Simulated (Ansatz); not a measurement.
Crystal: HfAu2.

```
Au Hf
1.0
    -1.77286    1.77286    4.35630
     1.77286   -1.77286    4.35630
     1.77286    1.77286   -4.35630
Au Hf
2 1
Cartesian
  0.0000 0.0000 2.8982
  0.0000 0.0000 5.8144
  0.0000 0.0000 0.0000
```

The cell comes from a database or a generator and needn't be the stable form of this composition.

- Program: Ansatz 0.2.0
- Task: relaxation of cell and atoms
- Functional: PBE
- Potentials or basis: Ansatz PAW
- Cutoff: 420 eV (not typed: the program's choice for these potentials)
- k mesh: 11 × 11 × 11
- Occupations: fermi-dirac, width 0.05 eV
- Spin: no spin polarisation

At the start: volume 18.26 Å³/atom.

Where does the relaxation end?

It ends after 6 steps and the volume is 18.75 Å³/atom (+2.7 %); space group I4/mmm (No. 139, to 0.05 Å).

Step by step:
```tsv
step	energy change (eV)	largest force (eV/Å)	volume (Å³)
1	0.0000	0.0218	54.77
2	-0.0192	0.0147	56.49
3	-0.0197	0.0032	56.28
4	-0.0202	0.0034	56.28
5	-0.0202	0.0004	56.26
6	-0.0202	0.0004	56.26
```

Final structure:
```cif
data_structure
_symmetry_space_group_name_H-M 'P 1'
_symmetry_Int_Tables_number 1
_cell_length_a 5.0713
_cell_length_b 5.0713
_cell_length_c 5.0713
_cell_angle_alpha 138.689
_cell_angle_beta 138.689
_cell_angle_gamma 59.850
_cell_volume 56.26
loop_
_atom_site_label
_atom_site_type_symbol
_atom_site_fract_x
_atom_site_fract_y
_atom_site_fract_z
_atom_site_occupancy
Au1 Au 0.33275 0.33275 0.00000 1
Au2 Au 0.66725 0.66725 0.00000 1
Hf1 Hf 0.00000 0.00000 0.00000 1
```

Caveat: the plane-wave basis is chosen anew once the cell has moved, so the energies of steps on either side of that aren't comparable.
